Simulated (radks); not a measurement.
# K inside a hard spherical wall

The task here is to estimate one member of a computed series from the others.

Method: scalar-relativistic Kohn-Sham, LDA (Slater exchange, Perdew-Wang correlation), spin-polarised, spherical densities, point nucleus; open shells are filled with parallel spins first. Code: radks (a radial shooting solver on a logarithmic mesh, Libxc functionals) version 1.

**The atom as given**

* element: potassium (Z = 19)
* charge: 0
* electrons: 19
* configuration: [Ar] 4s1

The outer shells:

K
```
[Ar] core
4s [↑ ]
```

The first run:

Input:

```text
Z 19
configuration [Ar] 4s1 3d0 4p0 5s0
relativity scalar-relativistic
functional lda,pw
spin polarised
nucleus point
c 137.035999084
```

Steps of the session up to this table: The free atom; Wall at 12 bohr; Wall at 10 bohr; Wall at 8 bohr; Wall at 7 bohr; Wall at 6 bohr; Wall at 5 bohr; Wall at 3 bohr; Wall at 2.5 bohr; Wall at 2 bohr; Wall at 1.5 bohr.

One table of the session follows, with a row left open; its other results are not shown here.

```
R (bohr)  E − E(free) (eV)  ε(4s) (eV)  ε(4p, empty) (eV)  ε(5s, empty) (eV)  ε(3d, empty) (eV)
    free             0.000      -2.627             -0.965             -0.069                  -
      12             0.022      -2.564             -0.773              1.561              0.357
      10             0.106      -2.393             -0.407              3.245              0.703
       8             0.476      -1.805              0.649              7.232              1.463
       7             1.007      -1.076              1.830             11.244              2.143
       6             2.180       0.394              4.035             18.229              3.198
       5             5.032       3.651              8.537             31.447              4.976
       3                 ?           ?                  ?                  ?                  ?
     2.5            106.60      75.381             87.551             218.87             31.119
       2            271.90      157.75             169.84             395.70             57.700
     1.5            826.74      376.23             377.80             826.55             122.33
```

**Question.** Estimate the row for R (bohr) = 3.

Worked estimate for «E − E(free) (eV)». A straight line through the neighbours (5, 5.032) and (2.5, 106.60) gives 5.032 + (106.60 − 5.032) × (3 − 5) / (2.5 − 5) = 86.286; a parabola fitted to 4 rows on both sides gives 87.244.

**Answer.** E − E(free) (eV): 47.943; ε(4s) (eV): 39.077; ε(4p, empty) (eV): 49.507; ε(5s, empty) (eV): 133.28; ε(3d, empty) (eV): 18.619. In «E − E(free) (eV)» the line misses by +38.343 and the parabola by +39.301. Between these rows the values bend or scatter more than so simple an estimate can follow.

From R = 6 bohr inwards the highest occupied level lies above zero, pushed up by confinement. Shells are not refilled when levels cross, and a hard wall is a model, not a crystal.
